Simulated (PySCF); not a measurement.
# GeB: bond curves at several levels of theory

One job finds the state of GeB, follows it along the bond with each method and fits the curves.

Program: PySCF 2.14.0. Level of theory: Ge def2-TZVPP, B def2-TZVPP, no relativity. These are calculated values, not measurements.

**1. Input**

A driver script around PySCF takes these settings:

```
atoms                         : Ge, B
charge                        : 0
basis                         : Ge def2-TZVPP, B def2-TZVPP
Hamiltonian                   : no relativity
basis functions               : 79
electrons treated             : 37
masses in u                   : 73.9212, 11.0093
levels                        : PBE0, PBE, r²SCAN, M06, BHandHLYP, M06-2X, HSE06, HF, MP2, SCS-MP2, CCSD, CCSD(T)
grid                          : 80 radial by 434 angular points
occupations                   : held fixed by the projection of orbital angular momentum
dissociation limit            : Ge + B, each in its ground configuration
starting distance in angstrom : 1.975
values of 2S to try           : 1, 3
```

Started as:

```sh
$ OMP_NUM_THREADS=1 python dia.py task.json out
```

After the search, every level is run at each distance in turn; below they are sorted by level.

**2. Search for the lowest state**

At the starting distance of 1.975 Å the search finds these solutions (others can lie among them):

```tsv
2Ms+1	unpaired	term	E (eV)	⟨S²⟩	⟨Lz²⟩	μ (D)
4	σ ↑, π ↑↑	⁴Σ⁻	0.00	3.75	0.00	-0.78
2	σ ↓, π ↑↑	not assigned	0.33	1.77	0.00	-0.82
2	σ ↑, π ↑↓	not assigned	0.37	1.76	2.02	-0.82
2	σ ↑	not assigned	1.09	0.78	2.00	-0.78
2	π ↑	²Π	1.17	0.77	1.01	-0.68
2	π ↑	²Π	1.77	0.75	1.00	-2.65
4	π ↑↑↑	⁴Π	2.93	3.84	1.01	-0.07
4	σ ↑, π ↑↑	not assigned	3.03	3.76	2.01	-0.53
```

8 of 11 solutions are listed, lowest first. Solutions whose top level lies above zero are left out, so the zero of the table need not be the lowest of all.

A term symbol stands only where ⟨S²⟩ and ⟨Lz²⟩ are near those of a pure state. A positive dipole means Ge(−)B(+).

Followed over a short scan are these candidates:

```tsv
2Ms+1	unpaired	R at minimum (Å)	energy at minimum (eV)
4	σ ↑, π ↑↑	1.98	0.00
2	σ ↓, π ↑↑	1.99	0.33
2	σ ↑, π ↑↓	1.99	0.37
2	σ ↑	2.01	1.08
2	π ↑	not bracketed	≤ 1.13
```

The search made 11 SCF attempts at the starting distance; with the short scans it took 30 s of wall time (1 thread of Arm Neoverse V1, shared host).

**3. First curve: PBE0**

State followed: ⁴Σ⁻ (quartet), unpaired electrons σ ↑, π ↑↑. The scan is laid around 1.984 Å.

The SCF at the reference distance, 1.984 Å, printed:

```text
******** <class 'pyscf.dft.uks_symm.SymAdaptedUKS'> ********
method = SymAdaptedUKS
initial guess = minao
damping factor = 0
level_shift factor = 0
DIIS = <class 'pyscf.scf.diis.CDIIS'>
diis_start_cycle = 1
diis_space = 10
diis_damp = 0
SCF conv_tol = 1e-09
SCF conv_tol_grad = None
SCF max_cycles = 60
direct_scf = False
max_memory 2100 MB (current use 461 MB)
number electrons alpha = 20  beta = 17
XC library pyscf.dft.libxc version 7.0.0
    S. Lehtola, C. Steigemann, M. J.T. Oliveira, and M. A.L. Marques.,  SoftwareX 7, 1–5 (2018)
XC functionals = PBE0
    C. Adamo and V. Barone.,  J. Chem. Phys. 110, 6158 (1999)
    M. Ernzerhof and G. E. Scuseria.,  J. Chem. Phys. 110, 5029 (1999)
small_rho_cutoff = 0
Overwritten attributes  get_k get_hcore get_occ get_j get_jk  of <class 'pyscf.dft.uks_symm.SymAdaptedUKS'>
<class 'pyscf.dft.uks_symm.SymAdaptedUKS'> does not have attributes  refdm
Set gradient conv threshold to 3.16228e-05
init E= -2101.39315141887
cycle= 1 E= -2101.39398129896  delta_E= -0.00083  |g|= 0.00147  |ddm|= 0.00901
cycle= 2 E= -2101.39398229598  delta_E= -9.97e-07  |g|= 0.00135  |ddm|= 0.00385
cycle= 3 E= -2101.39398357345  delta_E= -1.28e-06  |g|= 0.000534  |ddm|= 0.00218
cycle= 4 E= -2101.39398389163  delta_E= -3.18e-07  |g|= 0.000209  |ddm|= 0.000897
cycle= 5 E= -2101.39398395901  delta_E= -6.74e-08  |g|= 0.000112  |ddm|= 0.000389
cycle= 6 E= -2101.39398399732  delta_E= -3.83e-08  |g|= 2.9e-05  |ddm|= 0.000452
cycle= 7 E= -2101.39398400207  delta_E= -4.75e-09  |g|= 4.87e-06  |ddm|= 0.000208
cycle= 8 E= -2101.39398400211  delta_E= -3.96e-11  |g|= 1.12e-06  |ddm|= 1.59e-05
Extra cycle  E= -2101.3939840021  delta_E= 6.37e-12  |g|= 1.18e-06  |ddm|= 3.42e-06
converged SCF energy = -2101.3939840021  <S^2> = 3.7522448  2S+1 = 4.0011223
```

Points of the scan, energies from the lowest:

```tsv
R (Å)	E (eV)	μ (D)	Mulliken charge of Ge (e)	Mayer bond order	⟨S²⟩	HOMO (eV)	LUMO (eV)
1.7062	0.8599	-0.45	0.04	2.01	3.75	-6.48	-3.59
1.7856	0.3779	-0.56	0.02	1.99	3.75	-6.52	-3.46
1.8650	0.1141	-0.66	0.03	1.97	3.75	-6.56	-3.34
1.9245	0.0227	-0.73	0.04	1.95	3.75	-6.58	-3.26
1.9840	0.0000	-0.79	0.05	1.93	3.75	-6.58	-3.19
2.0435	0.0296	-0.83	0.07	1.89	3.75	-6.46	-3.12
2.1229	0.1282	-0.87	0.08	1.84	3.75	-6.31	-3.04
2.2221	0.3135	-0.88	0.08	1.77	3.75	-6.15	-2.95
2.3411	0.5844	-0.83	0.08	1.67	3.75	-5.99	-2.87
2.4998	0.9731	-0.67	0.05	1.55	3.76	-5.80	-2.94
```

Fit: Re = 1.977 Å, ωe = 656 cm⁻¹, ωexe = 4.32 cm⁻¹, αe = 0.00383 cm⁻¹, Be = 0.4499 cm⁻¹, De = 3.28 eV, μ = -0.78 D.

Orbitals nearest the gap at 1.984 Å:

```tsv
spin	orbital	ε (eV)	filled	made of
β	σ	-33.72	yes	Ge d 100 %
β	π	-33.71	yes	Ge d 100 %
β	π	-33.71	yes	Ge d 100 %
α	σ	-15.58	yes	Ge s 60 %, B s 28 %
β	σ	-13.57	yes	Ge s 66 %, B s 24 %
α	σ	-10.26	yes	B s 51 %, Ge s 30 %, Ge p 13 %
β	σ	-8.20	yes	B s 40 %, Ge p 30 %, Ge s 28 %
α	σ	-6.59	yes	B p 47 %, Ge p 38 %, B s 12 %
α	π	-6.58	yes	Ge p 55 %, B p 42 %
α	π	-6.58	yes	Ge p 55 %, B p 42 %
β	π	-3.19	no	Ge p 63 %, B p 35 %
β	π	-3.19	no	Ge p 63 %, B p 35 %
α	π	-1.66	no	B p 51 %, Ge p 45 %
α	π	-1.66	no	B p 51 %, Ge p 45 %
```

Polarisability there: 80.6 bohr³ along the bond, 39.8 across it. Without diffuse functions these come out too small, above all across the bond.

**4. Orbitals, density and potential**

The fields below are evaluated on a grid from the run's orbitals.

Frontier orbitals at PBE0 (alpha spin), with the share of their density that lies nearest to each atom:

```tsv
orbital	energy (eV)	lies on
HOMO	-6.58	Ge1 50 %; B2 50 %
LUMO	-1.66	B2 51 %; Ge1 49 %
```

ELF in a plane through or near 2 of the atoms.

Values, 10 rows by 14 columns:
```
0.00 0.00 0.01 0.07 0.13 0.15 0.13 0.11 0.07 0.03 0.02 0.00 0.00 0.00
0.00 0.06 0.23 0.46 0.52 0.46 0.36 0.35 0.34 0.27 0.24 0.15 0.02 0.00
0.02 0.29 0.59 0.77 0.73 0.63 0.52 0.52 0.55 0.56 0.59 0.54 0.21 0.02
0.12 0.68 0.88 0.85 0.55 0.36 0.51 0.71 0.77 0.82 0.91 0.90 0.72 0.21
0.28 0.84 0.93 0.72 0.40 0.66 0.16 0.77 0.31 0.18 0.95 0.97 0.90 0.50
0.31 0.86 0.93 0.62 0.68 0.66 0.21 0.75 0.22 0.54 0.93 0.98 0.92 0.55
0.21 0.79 0.91 0.82 0.22 0.25 0.28 0.76 0.73 0.72 0.95 0.95 0.85 0.38
0.06 0.50 0.78 0.85 0.73 0.61 0.56 0.62 0.68 0.73 0.79 0.78 0.48 0.08
0.01 0.19 0.47 0.69 0.68 0.59 0.47 0.46 0.48 0.46 0.47 0.40 0.12 0.01
0.00 0.01 0.08 0.22 0.31 0.30 0.24 0.23 0.19 0.12 0.09 0.04 0.00 0.00
```
The map spans 7.2 Å across and 5.2 Å up, centred on the molecule. Atoms in the plane (x, y in Å): Ge1 (-1.0, 0.0), B2 (1.0, 0.0).

On the surface of density 0.002 e/bohr³ the electrostatic potential runs, from the 1st to the 99th percentile, from -0.29 V near B2 to 0.81 V near Ge1.

The spin density lies nearest to B2 58 %; Ge1 42 %.

**5. Higher solutions at PBE0**

State 2: Ms = 0.5 determinant of mixed spin (⟨S²⟩ = 1.77), unpaired electrons σ ↓, π ↑↑, an excited solution.

Output of the SCF at 1.984 Å:

```text
[... 13 set-up lines left out, the same as in an earlier log ...]
max_memory 2100 MB (current use 523 MB)
number electrons alpha = 19  beta = 18
[... 7 set-up lines left out, the same as in an earlier log ...]
init E= -2101.38114907774
cycle= 1 E= -2101.38196663409  delta_E= -0.000818  |g|= 0.0014  |ddm|= 0.00914
cycle= 2 E= -2101.38196799745  delta_E= -1.36e-06  |g|= 0.000985  |ddm|= 0.00341
cycle= 3 E= -2101.38196861886  delta_E= -6.21e-07  |g|= 0.000359  |ddm|= 0.00162
cycle= 4 E= -2101.38196874817  delta_E= -1.29e-07  |g|= 0.000181  |ddm|= 0.000693
cycle= 5 E= -2101.38196877638  delta_E= -2.82e-08  |g|= 7.55e-05  |ddm|= 0.000231
cycle= 6 E= -2101.38196878257  delta_E= -6.18e-09  |g|= 1.21e-05  |ddm|= 0.000168
cycle= 7 E= -2101.38196878312  delta_E= -5.58e-10  |g|= 1.47e-06  |ddm|= 6.44e-05
Extra cycle  E= -2101.38196878313  delta_E= -7.73e-12  |g|= 7.64e-07  |ddm|= 3.81e-06
converged SCF energy = -2101.38196878313  <S^2> = 1.7695049  2S+1 = 2.8421857
```

Re = 1.987 Å, ωe = 649 cm⁻¹; the determinant mixes terms (⟨S²⟩ = 1.77, ⟨Lz²⟩ = 0.00), so these belong to no real state. Its minimum lies 0.33 eV above that of the lowest state.

State 3: Ms = 0.5 determinant of mixed spin (⟨S²⟩ = 1.76), unpaired electrons σ ↑, π ↑↓, an excited solution.

Log of the SCF at 1.984 Å:

```text
[... 22 set-up lines left out, the same as in an earlier log ...]
init E= -2101.37950181955
cycle= 1 E= -2101.38029139557  delta_E= -0.00079  |g|= 0.0014  |ddm|= 0.00894
cycle= 2 E= -2101.38029257327  delta_E= -1.18e-06  |g|= 0.0011  |ddm|= 0.00347
cycle= 3 E= -2101.38029335967  delta_E= -7.86e-07  |g|= 0.000429  |ddm|= 0.00177
cycle= 4 E= -2101.38029355397  delta_E= -1.94e-07  |g|= 0.000197  |ddm|= 0.000776
cycle= 5 E= -2101.38029359378  delta_E= -3.98e-08  |g|= 8.75e-05  |ddm|= 0.000263
cycle= 6 E= -2101.3802936087  delta_E= -1.49e-08  |g|= 1.93e-05  |ddm|= 0.000255
cycle= 7 E= -2101.38029361102  delta_E= -2.32e-09  |g|= 5.31e-06  |ddm|= 0.000124
cycle= 8 E= -2101.38029361124  delta_E= -2.17e-10  |g|= 2.32e-06  |ddm|= 3.3e-05
Extra cycle  E= -2101.38029361126  delta_E= -2.46e-11  |g|= 1.53e-06  |ddm|= 9.08e-06
converged SCF energy = -2101.38029361126  <S^2> = 1.76292  2S+1 = 2.8375483
```

Re = 1.988 Å, ωe = 648 cm⁻¹; the determinant mixes terms (⟨S²⟩ = 1.76, ⟨Lz²⟩ = 2.02), so these belong to no real state. Its minimum lies 0.37 eV above that of the lowest state.

State 4: doublet, unpaired electrons σ ↑, an excited solution.

The SCF at the reference distance, 1.984 Å, printed:

```text
[... 22 set-up lines left out, the same as in an earlier log ...]
init E= -2101.35355160792
cycle= 1 E= -2101.35423100306  delta_E= -0.000679  |g|= 0.00144  |ddm|= 0.00897
cycle= 2 E= -2101.35423198001  delta_E= -9.77e-07  |g|= 0.00119  |ddm|= 0.00357
cycle= 3 E= -2101.35423289127  delta_E= -9.11e-07  |g|= 0.000518  |ddm|= 0.00194
cycle= 4 E= -2101.35423316688  delta_E= -2.76e-07  |g|= 0.000161  |ddm|= 0.00081
cycle= 5 E= -2101.35423319344  delta_E= -2.66e-08  |g|= 7.96e-05  |ddm|= 0.000216
cycle= 6 E= -2101.35423320658  delta_E= -1.31e-08  |g|= 2.67e-05  |ddm|= 0.000224
cycle= 7 E= -2101.3542332114  delta_E= -4.82e-09  |g|= 1.36e-05  |ddm|= 0.000157
cycle= 8 E= -2101.35423321403  delta_E= -2.62e-09  |g|= 8.19e-06  |ddm|= 0.00013
cycle= 9 E= -2101.35423321541  delta_E= -1.39e-09  |g|= 1.68e-06  |ddm|= 0.00016
cycle= 10 E= -2101.35423321543  delta_E= -2.18e-11  |g|= 2.76e-07  |ddm|= 2.34e-05
Extra cycle  E= -2101.35423321543  delta_E= 1.36e-12  |g|= 4.14e-07  |ddm|= 9.09e-07
converged SCF energy = -2101.35423321543  <S^2> = 0.77630839  2S+1 = 2.0261376
```

Re = 2.008 Å, ωe = 628 cm⁻¹; the determinant mixes terms (⟨S²⟩ = 0.78, ⟨Lz²⟩ = 2.00), so these belong to no real state. Its minimum lies 1.08 eV above that of the lowest state.

Energy (eV) from the lowest point of the lowest state:

```tsv
R (Å)	lowest	state 2	state 3	state 4
1.706	0.860	1.236	1.283	2.095
1.786	0.378	0.739	0.786	1.564
1.865	0.114	0.461	0.507	1.255
1.925	0.023	0.359	0.405	1.133
1.984	0.000	0.327	0.373	1.082
2.043	0.030	0.348	0.394	1.086
2.123	0.128	0.438	0.483	1.154
2.222	0.313	0.617	0.661	1.307
2.341	0.584	0.886	0.928	1.542
2.500	0.973	1.277	1.318	1.881
```

**6. PBE (GGA)**

Output of the SCF at 1.984 Å:

```text
[... 17 set-up lines left out, the same as in an earlier log ...]
XC functionals = PBE
    J. P. Perdew, K. Burke, and M. Ernzerhof.,  Phys. Rev. Lett. 77, 3865 (1996)
    J. P. Perdew, K. Burke, and M. Ernzerhof.,  Phys. Rev. Lett. 78, 1396 (1997)
    J. P. Perdew, K. Burke, and M. Ernzerhof.,  Phys. Rev. Lett. 77, 3865 (1996)
    J. P. Perdew, K. Burke, and M. Ernzerhof.,  Phys. Rev. Lett. 78, 1396 (1997)
[... 2 set-up lines left out, the same as in an earlier log ...]
init E= -2101.3387158795
cycle= 1 E= -2101.33965333462  delta_E= -0.000937  |g|= 0.078  |ddm|= 0.0982
cycle= 2 E= -2101.3340503925  delta_E= 0.0056  |g|= 0.134  |ddm|= 0.131
cycle= 3 E= -2101.33859886093  delta_E= -0.00455  |g|= 0.045  |ddm|= 0.152
cycle= 4 E= -2101.3407279937  delta_E= -0.00213  |g|= 0.00146  |ddm|= 0.057
cycle= 5 E= -2101.34072929038  delta_E= -1.3e-06  |g|= 0.000327  |ddm|= 0.00249
cycle= 6 E= -2101.34072939226  delta_E= -1.02e-07  |g|= 0.000116  |ddm|= 0.000661
cycle= 7 E= -2101.34072940652  delta_E= -1.43e-08  |g|= 2.77e-05  |ddm|= 0.000271
cycle= 8 E= -2101.34072940793  delta_E= -1.41e-09  |g|= 5.73e-06  |ddm|= 8.41e-05
cycle= 9 E= -2101.34072940796  delta_E= -2.73e-11  |g|= 1.78e-06  |ddm|= 1.32e-05
Extra cycle  E= -2101.34072940795  delta_E= 2.73e-12  |g|= 3.37e-06  |ddm|= 7.24e-06
converged SCF energy = -2101.34072940795  <S^2> = 3.751608  2S+1 = 4.0008039
```

Re = 2.001 Å, ωe = 623 cm⁻¹, ωexe = 4.12 cm⁻¹, αe = 0.00383 cm⁻¹, Be = 0.4393 cm⁻¹, De = 3.51 eV, μ = -0.96 D. 16 s of CPU time for 12 points, integrals apart.

**7. r²SCAN (meta-GGA)**

Output of the SCF at 1.984 Å:

```text
[... 13 set-up lines left out, the same as in an earlier log ...]
max_memory 2100 MB (current use 524 MB)
[... 3 set-up lines left out, the same as in an earlier log ...]
XC functionals = R2SCAN
    J. W. Furness, A. D. Kaplan, J. Ning, J. P. Perdew, and J. Sun.,  J. Phys. Chem. Lett. 11, 8208-8215 (2020)
    J. W. Furness, A. D. Kaplan, J. Ning, J. P. Perdew, and J. Sun.,  J. Phys. Chem. Lett. 11, 9248-9248 (2020)
    J. W. Furness, A. D. Kaplan, J. Ning, J. P. Perdew, and J. Sun.,  J. Phys. Chem. Lett. 11, 8208-8215 (2020)
    J. W. Furness, A. D. Kaplan, J. Ning, J. P. Perdew, and J. Sun.,  J. Phys. Chem. Lett. 11, 9248-9248 (2020)
[... 2 set-up lines left out, the same as in an earlier log ...]
init E= -2101.6672468733
cycle= 1 E= -2101.66808121583  delta_E= -0.000834  |g|= 0.0146  |ddm|= 0.0869
cycle= 2 E= -2101.66686224516  delta_E= 0.00122  |g|= 0.0365  |ddm|= 0.0648
cycle= 3 E= -2101.66828643522  delta_E= -0.00142  |g|= 0.00651  |ddm|= 0.049
cycle= 4 E= -2101.66829557869  delta_E= -9.14e-06  |g|= 0.000984  |ddm|= 0.00355
cycle= 5 E= -2101.66829728857  delta_E= -1.71e-06  |g|= 0.000272  |ddm|= 0.00304
cycle= 6 E= -2101.66829744978  delta_E= -1.61e-07  |g|= 5.09e-05  |ddm|= 0.00104
cycle= 7 E= -2101.66829745613  delta_E= -6.35e-09  |g|= 1.69e-05  |ddm|= 0.000226
cycle= 8 E= -2101.66829745647  delta_E= -3.4e-10  |g|= 4.12e-06  |ddm|= 5.19e-05
Extra cycle  E= -2101.66829745645  delta_E= 2.41e-11  |g|= 7.53e-06  |ddm|= 1.42e-05
converged SCF energy = -2101.66829745645  <S^2> = 3.7536065  2S+1 = 4.0018028
```

Re = 1.978 Å, ωe = 658 cm⁻¹, ωexe = 4.20 cm⁻¹, αe = 0.00374 cm⁻¹, Be = 0.4497 cm⁻¹, De = 3.50 eV, μ = -0.57 D.

(Part 1 of 2 ends here.)
